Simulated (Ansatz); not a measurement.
# CH₄OSeSi: a spread of methods and bases

How do the results and run time of CH₄OSeSi respond when the settings are drawn wide?

Program: Ansatz 0.2.0, Gaussian basis. Level of theory: the settings change from run to run. These are calculated values, not measurements.

### 1 The geometry

The geometry comes from an earlier relaxation with PBE0-D4 in a triple-zeta def2 set; it is a stationary point, not always the lowest conformer.

SMILES `OC1[SiH2][Se]1`, 8 atoms, charge 0, spin multiplicity 1.

Atoms are counted from 1 here; the program's logs count them from 0.

Bond lengths: O1–C2 1.372 Å, O1–H5 0.963 Å, C2–Si3 1.849 Å, C2–Se4 2.079 Å, C2–H6 1.088 Å, Si3–Se4 2.223 Å, Si3–H7 1.481 Å, Si3–H8 1.479 Å. Angles: C2–O1–H5 109.5°, O1–C2–Si3 119.1°, O1–C2–Se4 117.1°, O1–C2–H6 115.4°, Si3–C2–Se4 68.6°, Si3–C2–H6 119.9°, Se4–C2–H6 106.7°, C2–Si3–Se4 60.6°, C2–Si3–H7 118.9°, C2–Si3–H8 116.8°, Se4–Si3–H7 119.0°, Se4–Si3–H8 119.0°, H7–Si3–H8 113.0°, C2–Se4–Si3 50.8°.

### 2 SPW92/def2-TZVPP

Contents of in.yaml:

```yaml
crystal:
  periodic: [false, false, false]
  atoms:
    - {symbol: O, position_ang: [-0.156179, 1.037066, -1.299687]}
    - {symbol: C, position_ang: [-0.531590, 0.223358, -0.261126]}
    - {symbol: Si, position_ang: [0.735042, -0.868936, 0.527585]}
    - {symbol: Se, position_ang: [-0.068321, 0.866395, 1.660804]}
    - {symbol: H, position_ang: [-0.758736, 1.785738, -1.355222]}
    - {symbol: H, position_ang: [-1.580796, -0.066105, -0.250009]}
    - {symbol: H, position_ang: [0.344524, -2.237487, 0.937732]}
    - {symbol: H, position_ang: [2.108256, -0.797129, -0.015874]}
basis:
  gaussian: {orbitals: def2-TZVPP}
hamiltonian: {xc: {name: SPW92}}
output: {forces: true}
```

The run is started by

```
$ ansatz run in.yaml --threads 4 --pin off --events-out ev --progress --plain --max-ram 10444MiB
```

The program printed (excerpt; [...] marks lines left out):

```text
Functional definition: SPW92
  name "SPW92"
  cite "Dirac, Proc. Camb. Phil. Soc. 26, 376 (1930) doi:10.1017/S0305004100016108"
  cite "Slater, Phys. Rev. 81, 385 (1951) doi:10.1103/PhysRev.81.385"
  cite "Perdew & Wang, Phys. Rev. B 45, 13244 (1992) doi:10.1103/PhysRevB.45.13244"
[...]
1242 factors; their error is unknown
[...]
mean field -76228.41746731 eV, -2801.3426724466 hartree, gradient 5.4e-5 eV, S^2 0.000000; 0 other end points of the search recorded, 0 dependent functions left out
[...]
reference -76228.41750320 eV, -2801.3426737653 hartree; 33, 33 occupied and 175, 175 virtual orbitals, 1242 factors
Total energy: -76228.41750320 eV, -2801.3426737653 hartree
Atom 0 at    -0.156179     1.037066    -1.299687 Å, force     0.329766    -0.605845     0.261638 eV/Å
Atom 1 at    -0.531590     0.223358    -0.261126 Å, force     0.408403     0.229704    -0.135598 eV/Å
Atom 2 at     0.735042    -0.868936     0.527585 Å, force    -0.158638     0.199563    -0.000863 eV/Å
Atom 3 at    -0.068321     0.866395     1.660804 Å, force     0.002067    -0.053977    -0.060421 eV/Å
Atom 4 at    -0.758736     1.785738    -1.355222 Å, force    -0.359057     0.448362    -0.065164 eV/Å
Atom 5 at    -1.580796    -0.066105    -0.250009 Å, force    -0.321289    -0.099216     0.026684 eV/Å
Atom 6 at     0.344524    -2.237487     0.937732 Å, force    -0.066173    -0.158746     0.056598 eV/Å
Atom 7 at     2.108256    -0.797129    -0.015874 Å, force     0.164922     0.040154    -0.082874 eV/Å
Dipole moment:    -0.215308    -0.080701    -0.216642 e Å
```

Run time: 1.4 s. Hardware: 4 threads of Arm Neoverse V1, shared host; peak memory 0.25 GiB.

Largest force 0.738 eV/Å, dipole 1.52 D.

### 3 PBE0/6-31G

Options: D3(BJ) dispersion.

Edit in.yaml of step 2 so:

```diff
@@ -12,4 +12,4 @@
 basis:
-  gaussian: {orbitals: def2-TZVPP}
-hamiltonian: {xc: {name: SPW92}}
+  gaussian: {orbitals: 6-31G}
+hamiltonian: {xc: {name: PBE0}, dispersion: d3bj}
 output: {forces: true}
```

Same command.

The program printed (excerpt; [...] marks lines left out):

```text
Functional definition: PBE0
  name "PBE0"
  cite "Adamo & Barone, J. Chem. Phys. 110, 6158 (1999) doi:10.1063/1.478522"
  cite "Perdew, Burke & Ernzerhof, Phys. Rev. Lett. 77, 3865 (1996) doi:10.1103/PhysRevLett.77.3865"
  parent pbe
[...]
720 factors; integrals over basis functions are off by at most 2.4e-4 eV
[...]
mean field -76348.68251006 eV, -2805.7623312490 hartree, gradient 8.3e-5 eV, S^2 0.000000; 0 other end points of the search recorded, 0 dependent functions left out
[...]
reference -76348.68253430 eV, -2805.7623321399 hartree; 33, 33 occupied and 35, 35 virtual orbitals, 720 factors
Total energy: -76348.85234696 eV, -2805.7685726400 hartree
Atom 0 at    -0.156179     1.037066    -1.299687 Å, force     0.544552    -0.021024    -0.528672 eV/Å
Atom 1 at    -0.531590     0.223358    -0.261126 Å, force    -0.941379    -0.117953     0.290465 eV/Å
Atom 2 at     0.735042    -0.868936     0.527585 Å, force     0.968586    -1.413338    -0.554063 eV/Å
Atom 3 at    -0.068321     0.866395     1.660804 Å, force    -0.457886     1.267467     1.125796 eV/Å
Atom 4 at    -0.758736     1.785738    -1.355222 Å, force    -0.241416     0.640867    -0.279652 eV/Å
Atom 5 at    -1.580796    -0.066105    -0.250009 Å, force     0.016830    -0.169169    -0.032727 eV/Å
Atom 6 at     0.344524    -2.237487     0.937732 Å, force    -0.117452    -0.247801     0.093834 eV/Å
Atom 7 at     2.108256    -0.797129    -0.015874 Å, force     0.228165     0.060951    -0.114980 eV/Å
Dipole moment:    -0.255415    -0.176994    -0.214533 e Å
```

It took 1.1 s on 4 threads of Arm Neoverse V1, shared host.

Largest force 1.801 eV/Å, dipole 1.81 D.

### 4 PBE0-DH/aug-pcseg-2

Set apart from the defaults: density fitting with def2-universal-jkfit.

Edit in.yaml of step 3 so:

```diff
@@ -12,4 +12,3 @@
 basis:
-  gaussian: {orbitals: 6-31G}
-hamiltonian: {xc: {name: PBE0}, dispersion: d3bj}
-output: {forces: true}
+  gaussian: {orbitals: aug-pcseg-2, fitting: {mean_field: def2-universal-jkfit}}
+hamiltonian: {xc: {name: PBE0-DH}}
```

Launched as before.

The program printed (excerpt; [...] marks lines left out):

```text
Functional definition: PBE0-DH
  name "PBE0-DH"
  cite "Brémond & Adamo, J. Chem. Phys. 135, 024106 (2011) doi:10.1063/1.3604569"
  cite "Perdew, Burke & Ernzerhof, Phys. Rev. Lett. 77, 3865 (1996) doi:10.1103/PhysRevLett.77.3865"
[...]
618 factors; integrals over basis functions are off by at most 1.2e0 eV
[...]
mean field -76357.75099182 eV, -2806.0955918068 hartree, gradient 2.6e-6 eV, S^2 0.000000; 0 other end points of the search recorded, 0 dependent functions left out
16 core orbitals not correlated: weight in the atoms' cores, before any rotation towards them, 1.000 or more for the frozen orbitals, at most 0.000 for the correlated occupied ones
reference -76357.75102378 eV, -2806.0955929812 hartree; 17, 17 occupied and 260, 260 virtual orbitals, 618 factors
second order -25.06588887 eV of doubles, -0.00000000 eV of singles
Total energy: -76360.88425989 eV, -2806.2107372844 hartree
```

Wall time 6.5 s (4 threads of Arm Neoverse V1, shared host); peak memory 0.53 GiB.

### 5 B3LYP5/def2-TZVPD

Set apart from the defaults: charge +1, multiplicity 2, the search for lower states set to full.

Edit in.yaml of step 4 so:

```diff
@@ -12,3 +12,7 @@
 basis:
-  gaussian: {orbitals: aug-pcseg-2, fitting: {mean_field: def2-universal-jkfit}}
-hamiltonian: {xc: {name: PBE0-DH}}
+  gaussian: {orbitals: def2-TZVPD}
+total_charge: 1
+magnetization: {spin_polarized: true, initial_magnetization: 1}
+hamiltonian: {xc: {name: B3LYP5}}
+scf: {lower_state_search: full}
+output: {forces: true}
```

Launched as before.

The program printed (excerpt; [...] marks lines left out):

```text
Functional definition: B3LYP5
  name "B3LYP5"
  cite "Stephens, Devlin, Chabalowski & Frisch, J. Phys. Chem. 98, 11623 (1994) doi:10.1021/j100096a001"
  cite "Becke, Phys. Rev. A 38, 3098 (1988) doi:10.1103/PhysRevA.38.3098"
  cite "Lee, Yang & Parr, Phys. Rev. B 37, 785 (1988) doi:10.1103/PhysRevB.37.785"
  cite "Vosko, Wilk & Nusair, Can. J. Phys. 58, 1200 (1980) doi:10.1139/p80-159"
[...]
1295 factors; their error is unknown
[...]
mean field -76363.52043541 eV, -2806.3076149481 hartree, gradient 3.0e-5 eV, S^2 0.753800; 9 other end points of the search recorded, 0 dependent functions left out
[...]
reference -76363.52069626 eV, -2806.3076245340 hartree; 33, 32 occupied and 180, 181 virtual orbitals, 1295 factors
Total energy: -76363.52069626 eV, -2806.3076245340 hartree
Atom 0 at    -0.156179     1.037066    -1.299687 Å, force     0.073504    -0.252889     1.166776 eV/Å
Atom 1 at    -0.531590     0.223358    -0.261126 Å, force    -0.037641    -0.386529    -1.614189 eV/Å
Atom 2 at     0.735042    -0.868936     0.527585 Å, force     0.781707    -1.845722    -1.262425 eV/Å
Atom 3 at    -0.068321     0.866395     1.660804 Å, force    -0.174861     1.528982     1.496164 eV/Å
Atom 4 at    -0.758736     1.785738    -1.355222 Å, force    -0.286055     0.326699    -0.450225 eV/Å
Atom 5 at    -1.580796    -0.066105    -0.250009 Å, force    -0.088387     0.029514     0.221142 eV/Å
Atom 6 at     0.344524    -2.237487     0.937732 Å, force    -0.205338     0.290537     0.179536 eV/Å
Atom 7 at     2.108256    -0.797129    -0.015874 Å, force    -0.062928     0.309408     0.263220 eV/Å
Dipole moment:    -0.172805    -0.224252    -0.061422 e Å
```

Run time: 33 s. Hardware: 4 threads of Arm Neoverse V1, shared host; peak memory 1.1 GiB.

Largest force 2.369 eV/Å, ⟨S²⟩ 0.754.

### 6 wB97/STO-3G

This run has unrestricted orbitals, high accuracy.

Edit in.yaml of step 5 so:

```diff
@@ -12,7 +12,5 @@
 basis:
-  gaussian: {orbitals: def2-TZVPD}
-total_charge: 1
-magnetization: {spin_polarized: true, initial_magnetization: 1}
-hamiltonian: {xc: {name: B3LYP5}}
-scf: {lower_state_search: full}
-output: {forces: true}
+  gaussian: {orbitals: STO-3G}
+magnetization: {spin_polarized: true, initial_magnetization: 0}
+hamiltonian: {xc: {name: wB97}}
+accuracy: high
```

Launched as before.

The program printed (excerpt; [...] marks lines left out):

```text
Functional definition: wB97
  name "wB97"
  cite "Chai & Head-Gordon, J. Chem. Phys. 128, 084106 (2008) doi:10.1063/1.2834918"
  cite "Becke, J. Chem. Phys. 107, 8554 (1997) doi:10.1063/1.475007"
[...]
  # The coefficients of nought are those of the uniform gas.
[...]
      + integral(e_c_pw_opposite_spin*poly(b97_u_opposite, 1, cos1, cos2, cos3, cos4))
742 factors; integrals over basis functions are off by at most 2.5e-8 eV
288 factors; integrals over basis functions are off by at most 1.6e-9 eV
[...]
mean field -75519.98551429 eV, -2775.3082783654 hartree, gradient 6.3e-8 eV, S^2 0.000000; 0 other end points of the search recorded, 0 dependent functions left out
reference -75519.98551367 eV, -2775.3082783426 hartree; 33, 33 occupied and 8, 8 virtual orbitals, 742 factors
Total energy: -75519.98551367 eV, -2775.3082783426 hartree
```

Run time: 8 s. Hardware: 4 threads of Arm Neoverse V1, shared host; peak memory 0.65 GiB.

⟨S²⟩ 0.000.

### 7 B2PLYP/cc-pVTZ

This run has multiplicity 3.

Edit in.yaml of step 6 so:

```diff
@@ -12,5 +12,5 @@
 basis:
-  gaussian: {orbitals: STO-3G}
-magnetization: {spin_polarized: true, initial_magnetization: 0}
-hamiltonian: {xc: {name: wB97}}
-accuracy: high
+  gaussian: {orbitals: cc-pVTZ}
+magnetization: {spin_polarized: true, initial_magnetization: 2}
+hamiltonian: {xc: {name: B2PLYP}}
+output: {forces: true}
```

The command is unchanged.

The program printed (excerpt; [...] marks lines left out):

```text
Functional definition: B2PLYP
  name "B2PLYP"
  cite "Grimme, J. Chem. Phys. 124, 034108 (2006) doi:10.1063/1.2148954"
  cite "Becke, Phys. Rev. A 38, 3098 (1988) doi:10.1103/PhysRevA.38.3098"
  cite "Lee, Yang & Parr, Phys. Rev. B 37, 785 (1988) doi:10.1103/PhysRevB.37.785"
[...]
1155 factors; integrals over basis functions are off by at most 8.7e-4 eV
[...]
mean field -76351.47541179 eV, -2805.8649684943 hartree, gradient 6.6e-6 eV, S^2 2.012875; 7 other end points of the search recorded, 0 dependent functions left out
16 core orbitals not correlated: weight in the atoms' cores, before any rotation towards them, 1.000 or more for the frozen orbitals, at most 0.000 for the correlated occupied ones
reference -76351.47557176 eV, -2805.8649743733 hartree; 18, 16 occupied and 159, 161 virtual orbitals, 1155 factors
second order -23.99422236 eV of doubles, -0.00000000 eV of singles
[...]
Total energy: -76357.95401180 eV, -2806.1030526534 hartree
Atom 0 at    -0.156179     1.037066    -1.299687 Å, force     0.422077     0.694876    -0.830456 eV/Å
Atom 1 at    -0.531590     0.223358    -0.261126 Å, force    -1.031877    -1.786695    -2.543371 eV/Å
Atom 2 at     0.735042    -0.868936     0.527585 Å, force     0.065322    -1.074702    -1.037017 eV/Å
Atom 3 at    -0.068321     0.866395     1.660804 Å, force     0.508113     2.501078     4.220415 eV/Å
Atom 4 at    -0.758736     1.785738    -1.355222 Å, force    -0.036774     0.079905     0.023896 eV/Å
Atom 5 at    -1.580796    -0.066105    -0.250009 Å, force    -0.100075    -0.292199    -0.012127 eV/Å
Atom 6 at     0.344524    -2.237487     0.937732 Å, force     0.103323    -0.125191     0.022101 eV/Å
Atom 7 at     2.108256    -0.797129    -0.015874 Å, force     0.069890     0.002929     0.156559 eV/Å
Dipole moment:    -0.154470    -0.055166    -0.055914 e Å
```

Wall time 36 s (4 threads of Arm Neoverse V1, shared host); peak memory 0.99 GiB.

Largest force 4.932 eV/Å, dipole 0.83 D, ⟨S²⟩ 2.013.

### 8 SVWN5/def2-TZVP

Edit in.yaml of step 7 so:

```diff
@@ -12,5 +12,4 @@
 basis:
-  gaussian: {orbitals: cc-pVTZ}
-magnetization: {spin_polarized: true, initial_magnetization: 2}
-hamiltonian: {xc: {name: B2PLYP}}
+  gaussian: {orbitals: def2-TZVP}
+hamiltonian: {xc: {name: SVWN5}}
 output: {forces: true}
```

Same command.

The program printed (excerpt; [...] marks lines left out):

```text
Functional definition: SVWN5
  name "SVWN5"
  cite "Dirac, Proc. Camb. Phil. Soc. 26, 376 (1930) doi:10.1017/S0305004100016108"
  cite "Slater, Phys. Rev. 81, 385 (1951) doi:10.1103/PhysRev.81.385"
  cite "Vosko, Wilk & Nusair, Can. J. Phys. 58, 1200 (1980) doi:10.1139/p80-159"
[...]
1146 factors; their error is unknown
[...]
mean field -76228.98333960 eV, -2801.3634678697 hartree, gradient 3.4e-5 eV, S^2 0.000000; 0 other end points of the search recorded, 0 dependent functions left out
[...]
reference -76228.98337545 eV, -2801.3634691869 hartree; 33, 33 occupied and 138, 138 virtual orbitals, 1146 factors
Total energy: -76228.98337545 eV, -2801.3634691869 hartree
Atom 0 at    -0.156179     1.037066    -1.299687 Å, force     0.379291    -0.680328     0.275841 eV/Å
Atom 1 at    -0.531590     0.223358    -0.261126 Å, force     0.435720     0.245687    -0.148552 eV/Å
Atom 2 at     0.735042    -0.868936     0.527585 Å, force    -0.168409     0.214746    -0.003789 eV/Å
Atom 3 at    -0.068321     0.866395     1.660804 Å, force     0.002946    -0.059332    -0.065197 eV/Å
Atom 4 at    -0.758736     1.785738    -1.355222 Å, force    -0.409297     0.509417    -0.063915 eV/Å
Atom 5 at    -1.580796    -0.066105    -0.250009 Å, force    -0.342770    -0.106632     0.029741 eV/Å
Atom 6 at     0.344524    -2.237487     0.937732 Å, force    -0.068072    -0.163596     0.059544 eV/Å
Atom 7 at     2.108256    -0.797129    -0.015874 Å, force     0.170590     0.040039    -0.083674 eV/Å
Dipole moment:    -0.222043    -0.077264    -0.215762 e Å
```

Wall time 1.1 s (4 threads of Arm Neoverse V1, shared host).

Largest force 0.826 eV/Å, dipole 1.53 D.

### 9 RPBE/x2c-TZVPPall

Set apart from the defaults: charge +1, multiplicity 2, atoms shaken by 0.03 Å, D3(BJ) with three-body dispersion, relativity set to scalar, the search for lower states set to light.

Contents of in.yaml:

```yaml
crystal:
  periodic: [false, false, false]
  atoms:
    - {symbol: O, position_ang: [-0.160147, 1.007547, -1.269796]}
    - {symbol: C, position_ang: [-0.515563, 0.213834, -0.303962]}
    - {symbol: Si, position_ang: [0.685145, -0.799144, 0.469000]}
    - {symbol: Se, position_ang: [-0.024479, 0.854832, 1.659797]}
    - {symbol: H, position_ang: [-0.781996, 1.775638, -1.374166]}
    - {symbol: H, position_ang: [-1.553007, -0.030045, -0.266899]}
    - {symbol: H, position_ang: [0.337452, -2.230229, 0.868746]}
    - {symbol: H, position_ang: [2.110376, -0.768539, -0.003252]}
basis:
  gaussian: {orbitals: x2c-TZVPPall}
total_charge: 1
magnetization: {spin_polarized: true, initial_magnetization: 1}
hamiltonian: {xc: {name: RPBE}, dispersion: d3bjatm, pseudopotentials: {relativity: scalar}}
scf: {lower_state_search: light}
```

The command is unchanged.

The program printed:

```text
Functional definition: RPBE
  name "RPBE"
  cite "Hammer, Hansen & Nørskov, Phys. Rev. B 59, 7413 (1999) doi:10.1103/PhysRevB.59.7413"
  cite "Perdew, Burke & Ernzerhof, Phys. Rev. Lett. 77, 3865 (1996) doi:10.1103/PhysRevLett.77.3865"
  parameter kappa = 0.804
  parameter beta = 0.06672455060314922
  exchange = rpbe_x(kappa = kappa, mu = beta*pi^2/3)
  correlation = pbe_c(beta = beta)
1248 factors; their error is unknown
mean field evaluation 1: about -77127.4669 eV, gradient 7.9e1 eV
mean field evaluation 2: about -76824.4670 eV, gradient 2.0e2 eV
mean field evaluation 4: about -77142.7701 eV, gradient 5.3e1 eV
mean field evaluation 8: about -77155.0711 eV, gradient 7.5e-1 eV
mean field evaluation 16: about -77155.0372 eV, gradient 1.1e-3 eV
mean field evaluation 32: about -77154.9356 eV, gradient 1.6e0 eV
mean field -77155.03715221 eV, -2835.3953177812 hartree, gradient 3.0e-5 eV, S^2 0.753984; 4 other end points of the search recorded, 0 dependent functions left out
reference -77155.03719103 eV, -2835.3953192078 hartree; 33, 32 occupied and 175, 176 virtual orbitals, 1248 factors
Total energy: -77156.38948207 eV, -2835.4450149870 hartree
Relativity: scalar
```

Wall time 5.5 s (4 threads of Arm Neoverse V1, shared host); peak memory 0.35 GiB.

⟨S²⟩ 0.754.

### 10 HSE06/def2-TZVP

Options: charge -1, multiplicity 2, atoms shaken by 0.08 Å, D3(BJ) with three-body dispersion, the search for lower states set to full.

Contents of in.yaml:

```yaml
crystal:
  periodic: [false, false, false]
  atoms:
    - {symbol: O, position_ang: [-0.034816, 1.128039, -1.226275]}
    - {symbol: C, position_ang: [-0.574804, 0.323777, -0.085009]}
    - {symbol: Si, position_ang: [0.626863, -0.901458, 0.559383]}
    - {symbol: Se, position_ang: [-0.062464, 1.023571, 1.689016]}
    - {symbol: H, position_ang: [-0.785611, 1.715254, -1.278758]}
    - {symbol: H, position_ang: [-1.458120, -0.064331, -0.130113]}
    - {symbol: H, position_ang: [0.374105, -2.437277, 0.897744]}
    - {symbol: H, position_ang: [2.175712, -0.869103, 0.106089]}
basis:
  gaussian: {orbitals: def2-TZVP}
total_charge: -1
magnetization: {spin_polarized: true, initial_magnetization: 1}
hamiltonian: {xc: {name: HSE06}, dispersion: d3bjatm}
scf: {lower_state_search: full}
output: {forces: true}
```

Launched as before.

The program printed (excerpt; [...] marks lines left out):

```text
Functional definition: HSE06
  name "HSE06"
  cite "Heyd, Scuseria & Ernzerhof, J. Chem. Phys. 118, 8207 (2003) doi:10.1063/1.1564060"
  cite "Krukau, Vydrov, Izmaylov & Scuseria, J. Chem. Phys. 125, 224106 (2006) doi:10.1063/1.2404663"
  cite "Heyd & Scuseria, J. Chem. Phys. 120, 7274 (2004) doi:10.1063/1.1668634"
  cite "Ernzerhof & Perdew, J. Chem. Phys. 109, 3313 (1998) doi:10.1063/1.476928"
  cite "Perdew, Burke & Ernzerhof, Phys. Rev. Lett. 77, 3865 (1996) doi:10.1103/PhysRevLett.77.3865"
  parent pbe
[...]
  # The whole range is PBE's own exchange, as in plane waves. The composition of these papers is wPBEh.
[...]
1187 factors; their error is unknown
75 factors; integrals over basis functions are off by at most 5.2e-7 eV
[...]
mean field -76361.20287530 eV, -2806.2224461851 hartree, gradient 4.8e-5 eV, S^2 0.755627; 8 other end points of the search recorded, 0 dependent functions left out
[...]
reference -76361.20291479 eV, -2806.2224476361 hartree; 34, 33 occupied and 137, 138 virtual orbitals, 1187 factors
Total energy: -76361.34027087 eV, -2806.2274953791 hartree
Atom 0 at    -0.034816     1.128039    -1.226275 Å, force    -1.883774    -1.375805     1.409778 eV/Å
Atom 1 at    -0.574804     0.323777    -0.085009 Å, force     7.444792     2.079659    -0.478761 eV/Å
Atom 2 at     0.626863    -0.901458     0.559383 Å, force     3.241508    -2.944826     0.680216 eV/Å
Atom 3 at    -0.062464     1.023571     1.689016 Å, force    -1.069796     1.840153     0.674123 eV/Å
Atom 4 at    -0.785611     1.715254    -1.278758 Å, force     0.059696     0.898777    -0.543243 eV/Å
Atom 5 at    -1.458120    -0.064331    -0.130113 Å, force    -5.849914    -1.487458    -0.842332 eV/Å
Atom 6 at     0.374105    -2.437277     0.897744 Å, force    -0.282730     0.903916    -0.905115 eV/Å
Atom 7 at     2.175712    -0.869103     0.106089 Å, force    -1.659782     0.085583     0.005334 eV/Å
Dipole moment:    -0.608530     0.512493    -0.066003 e Å
```

It took 19 s on 4 threads of Arm Neoverse V1, shared host; peak memory 0.67 GiB.

Largest force 7.745 eV/Å, ⟨S²⟩ 0.756.

### 11 The runs in one table

```tsv
level	charge	multiplicity	geometry	functions	energy (eV)	time
SPW92/def2-TZVPP	0	1	relaxed	208	-76228.418	1.4 s
PBE0/6-31G	0	1	relaxed	68	-76348.852	1.1 s
PBE0-DH/aug-pcseg-2	0	1	relaxed	293	-76360.884	6.5 s
B3LYP5/def2-TZVPD	1	2	relaxed	213	-76363.521	33 s
wB97/STO-3G	0	1	relaxed	41	-75519.986	8 s
B2PLYP/cc-pVTZ	0	3	relaxed	193	-76357.954	36 s
SVWN5/def2-TZVP	0	1	relaxed	171	-76228.983	1.1 s
RPBE/x2c-TZVPPall	1	2	shaken	208	-77156.389	5.5 s
HSE06/def2-TZVP	-1	2	shaken	171	-76361.340	19 s
```

### 12 What came out

| quantity | value |
| --- | --- |
| runs | 9 |
| quickest | PBE0/6-31G, 1.1 s |
| slowest | B2PLYP/cc-pVTZ, 36 s |
| spread of total energies, same state and geometry | 840.9 eV |
| dipole, same state and geometry | 1.52 to 1.81 D |

B2PLYP/cc-pVTZ took 33 times as long as PBE0/6-31G. The jobs differ in tasks and options as well as level. Total energies at one charge and spin differ by 841 eV between levels, so only differences within one level mean anything. At the PBE0-D4/def2-TZVP geometry and in the same state, the sound runs without point charges leave forces up to 1.80 eV/Å (PBE0/6-31G). At that geometry and state the dipole changes by 20 % between the lowest and highest value.
